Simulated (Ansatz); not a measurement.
Sn3Te:

```
CELL_PARAMETERS angstrom
-2.30090 2.30090 5.51649
2.30090 -2.30090 5.51649
2.30090 2.30090 -5.51649
ATOMIC_POSITIONS crystal
Te 0.00000 0.00000 0.00000
Sn 0.50000 0.50000 0.00000
Sn 0.25000 0.75000 0.50000
Sn 0.75000 0.25000 0.50000
```

The cell comes from a database or a generator and needn't be the stable form of this composition.

Program: Ansatz 0.2.0. Alike in all runs: task projected density of states; potentials or basis Ansatz PAW; no spin polarisation; cell as given; k mesh 5 × 5 × 5; smearing fermi-dirac 0.05 eV; the mesh is coarse, so values aren't converged.

Problem. Order these runs on this cell by their pressure, lowest first.
A. level BLYP; cutoff (eV) 420
B. level RPBE; cutoff (eV) 420
C. level r2SCAN; cutoff (eV) 500
D. level PBEsol; cutoff (eV) 420

Solution. D (-3.2 GPa), C (-1.2 GPa), B (0.7 GPa), A (3.8 GPa).

Caveats: all runs use coarse meshes; the PAW data sets come from PBE, with cores solved anew for the run's functional, which leaves a small shift of forces and pressure; the density of states is complete only up to the lowest level of the last band computed.
